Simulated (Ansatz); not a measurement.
# CHCl₂F₃OSi: up Jacob's ladder to CCSD(T)

One table from this session's results is given with a row withheld; the runs are named, their logs left out.

Program: Ansatz 0.2.0, Gaussian basis. Level of theory: functionals in def2-TZVPP, the program's frozen cores in correlated methods. These are calculated values, not measurements.

The runs, in order: PBE-D4, r2SCAN-D4, PBE0-D4, B3LYP-D4, ωB97X-V, ωB97M-V, B2PLYP; CCSD(T)/def2-TZVPP; MP2/def2-QZVPP; extrapolation to the limit.

## Structure used throughout

The geometry comes from an earlier relaxation with PBE0-D4 in a triple-zeta def2 set; it is a stationary point, not always the lowest conformer.

SMILES `FC(F)(F)O[SiH](Cl)Cl`, 9 atoms, charge 0, spin multiplicity 1.

Atoms are counted from 1 here; the program's logs count them from 0.

Bond lengths: F1–C2 1.324 Å, C2–F3 1.330 Å, C2–F4 1.341 Å, C2–O5 1.338 Å, O5–Si6 1.654 Å, Si6–Cl7 2.024 Å, Si6–Cl8 2.019 Å, Si6–H9 1.467 Å. Angles: F1–C2–F3 108.2°, F1–C2–F4 108.0°, F1–C2–O5 109.7°, F3–C2–F4 107.5°, F3–C2–O5 111.5°, F4–C2–O5 111.8°, C2–O5–Si6 129.0°, O5–Si6–Cl7 110.1°, O5–Si6–Cl8 104.5°, O5–Si6–H9 110.8°, Cl7–Si6–Cl8 110.9°, Cl7–Si6–H9 109.8°, Cl8–Si6–H9 110.6°.

Set-up of the first run:

in.yaml reads:

```yaml
crystal:
  periodic: [false, false, false]
  atoms:
    - {symbol: F, position_ang: [-2.252293, -0.150629, 1.096148]}
    - {symbol: C, position_ang: [-1.009927, 0.267178, 0.907684]}
    - {symbol: F, position_ang: [-0.431431, 0.400074, 2.097418]}
    - {symbol: F, position_ang: [-1.061588, 1.484285, 0.346378]}
    - {symbol: O, position_ang: [-0.351217, -0.607270, 0.138072]}
    - {symbol: Si, position_ang: [0.871548, -0.328728, -0.939916]}
    - {symbol: Cl, position_ang: [2.391235, 0.651727, -0.030579]}
    - {symbol: Cl, position_ang: [1.454143, -2.168872, -1.530943]}
    - {symbol: H, position_ang: [0.389532, 0.452236, -2.084252]}
basis:
  gaussian: {orbitals: def2-TZVPP}
hamiltonian: {xc: pbe, dispersion: d4}
output: {forces: true, orbitals: {seedname: orbitals}}
```

Started as:

```bash
$ ansatz run in.yaml --threads 2 --pin off --events-out ev --progress --plain --max-ram 22528MiB --backend cuda --devices 0, --max-vram 18GiB
```

Steps of the session up to this table: PBE-D4 (GGA); r2SCAN-D4 (meta-GGA); PBE0-D4 (hybrid); B3LYP-D4 (hybrid); ωB97X-V (range-separated); ωB97M-V (range-separated); B2PLYP (double hybrid); CCSD(T) in def2-TZVPP; MP2 in def2-QZVPP.

One table of the session follows, with a row left open; its other results are not shown here.

```
            method  atomisation energy (kJ/mol)
            PBE-D4                       3612.8
         r2SCAN-D4                       3527.4
           PBE0-D4                       3494.7
          B3LYP-D4                       3437.2
           ωB97X-V                            ?
           ωB97M-V                       3516.9
            B2PLYP                       3424.6
     HF/def2-TZVPP                       2406.3
    MP2/def2-TZVPP                       3557.8
   CCSD/def2-TZVPP                       3294.5
CCSD(T)/def2-TZVPP                       3375.0
           MP2/CBS                       3677.3
       CCSD(T)/CBS                       3494.5
```

Estimate the missing values for ωB97X-V.

As computed: atomisation energy (kJ/mol): 3515.1. In the column «atomisation energy (kJ/mol)» it lies between PBE0-D4 (3494.7) and ωB97M-V (3516.9).
